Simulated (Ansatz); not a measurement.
**U-r2SCAN/def2-TZVPPD run of NH2 (SMILES [NH2])**

Aim: the electronic atomisation energy of NH2 at U-r2SCAN/def2-TZVPPD, from 3 runs. 

The results are computed with Ansatz 0.2.0.

34 further runs of the same task are left out: 34 set aside as unsound or not needed.

**1. The molecule**

NH2 has 3 atoms, charge 0, and is taken as a doublet. As SMILES, `[NH2]`. Geometry: relaxed at PBE0-D4/def2-TZVP.

Bond lengths: N1–H2 1.027 Å, N1–H3 1.027 Å. Angles: H2–N1–H3 103.1°.

**2. A single-point energy at U-r2SCAN/def2-TZVPPD**

File input.yaml:

```yaml
crystal:
  periodic: [false, false, false]
  atoms:
    - {symbol: "N", position_ang: [0.337090, -0.200010, 0.166180]}
    - {symbol: H, position_ang: [0.130750, 0.805920, 0.159430]}
    - {symbol: H, position_ang: [-0.467840, -0.605900, -0.325600]}
basis:
  gaussian: {orbitals: def2-TZVPPD.json}
magnetization: {spin_polarized: true, initial_magnetization: 1}
hamiltonian: {xc: {name: r2SCAN}}
accuracy: high
output: {orbitals: {seedname: orbitals}}
```

The basis set def2-TZVPPD is read from a file made from the Basis Set Exchange's data (not shown).

Started as:

```console
$ ansatz run input.yaml --threads 1 --pin off --max-ram 3480MiB --events-out events.jsonl --progress --plain --runs-dir runs
```

The program printed:

```text
Warning: RAYON_NUM_THREADS=1 ignored (pool sized by the plan → 1); use --threads N
Functional definition: r2SCAN
  name "r2SCAN"
  parameter k0 = 0.174
  parameter k1 = 0.065
  parameter a1 = 4.9479
  exchange = r2scan_x(k0 = k0, k1 = k1, a1 = a1)
  correlation = r2scan_c
1087 factors; integrals over basis functions are off by at most 3.7e-9 eV
mean field evaluation 1: about -1517.4409 eV, gradient 2.7e1 eV
mean field evaluation 2: about -1514.4430 eV, gradient 3.7e1 eV
mean field evaluation 4: about -1520.3876 eV, gradient 3.9e-1 eV
mean field evaluation 8: about -1520.3901 eV, gradient 1.0e-2 eV
mean field evaluation 16: about -1520.3901 eV, gradient 1.9e-6 eV
mean field -1520.39012109 eV, -55.8733063927 hartree, gradient 1.6e-8 eV, S^2 0.755226; 0 other end points of the search recorded, 0 dependent functions left out
reference -1520.39012286 eV, -55.8733064578 hartree; 5, 4 occupied and 66, 67 virtual orbitals, 1087 factors
Total energy: -1520.39012286 eV, -55.8733064578 hartree
```

It took 2.6 s on 1 thread of Intel Xeon Platinum 8375C at 2.90GHz (Ice Lake), shared host; peak memory 0.19 GiB.

**3. The H atom at the same level**

File run.yaml:

```yaml
crystal:
  periodic: [false, false, false]
  atoms:
    - {symbol: H, position_ang: [0.000000, 0.000000, 0.000000]}
basis:
  gaussian: {orbitals: def2-TZVPPD.json}
magnetization: {spin_polarized: true, initial_magnetization: 1}
hamiltonian: {xc: {name: r2SCAN}}
accuracy: high
```

The basis set def2-TZVPPD is read from a file made from the Basis Set Exchange's data (not shown).

Run the same way, it converges to -0.49993 Eh (log not shown).

**4. The N atom**

File run.yaml:

```yaml
crystal:
  periodic: [false, false, false]
  atoms:
    - {symbol: "N", position_ang: [0.000000, 0.000000, 0.000000]}
basis:
  gaussian:
    orbitals: def2-TZVPPD.json
magnetization:
  spin_polarized: true
  initial_magnetization: 3
hamiltonian:
  xc: r2scan
accuracy: high
```

The basis set def2-TZVPPD is read from a file made from the Basis Set Exchange's data (not shown).

Started as:

```console
$ ansatz run run.yaml --threads 1 --pin off --max-ram 3480MiB --events-out events.jsonl --progress --plain --runs-dir runs
```

The program printed, cut to the lines that bear on the results:

```text
Warning: RAYON_NUM_THREADS=1 ignored (pool sized by the plan → 1); use --threads N
[... 7 set-up lines as earlier in the session ...]
370 factors; integrals over basis functions are off by at most 2.9e-9 eV
mean field evaluation 1: about -1485.0126 eV, gradient 7.9e0 eV
mean field evaluation 2: about -1485.1247 eV, gradient 5.1e0 eV
mean field evaluation 4: about -1485.2298 eV, gradient 2.7e-1 eV
mean field evaluation 8: about -1485.2268 eV, gradient 9.8e-4 eV
mean field evaluation 16: about -1485.2268 eV, gradient 4.0e-8 eV
mean field -1485.22683104 eV, -54.5810793179 hartree, gradient 4.0e-8 eV, S^2 3.754792; 0 other end points of the search recorded, 0 dependent functions left out
reference -1485.22683202 eV, -54.5810793538 hartree; 5, 2 occupied and 32, 35 virtual orbitals, 370 factors
Total energy: -1485.22683202 eV, -54.5810793538 hartree
```

Wall time 0.97 s (1 thread of Intel Xeon Platinum 8375C at 2.90GHz (Ice Lake), shared host); peak memory 0.12 GiB.

**5. Summary of results**

Level: U-r2SCAN/def2-TZVPPD.

```
                                    quantity         value
                      molecule: total energy  -55.87331 Eh
molecule: HOMO energy (highest over α and β)      -7.50 eV
 molecule: LUMO energy (lowest over α and β)      -3.56 eV
                              molecule: ⟨S²⟩         0.755
                        H atom: total energy   -0.49993 Eh
                                H atom: ⟨S²⟩         0.750
                        N atom: total energy  -54.58108 Eh
                                N atom: ⟨S²⟩         3.755
               electronic atomisation energy      7.956 eV
```

Taking the molecule apart into free atoms costs 7.96 eV (183 kcal/mol), before zero-point energy and without spin-orbit coupling.
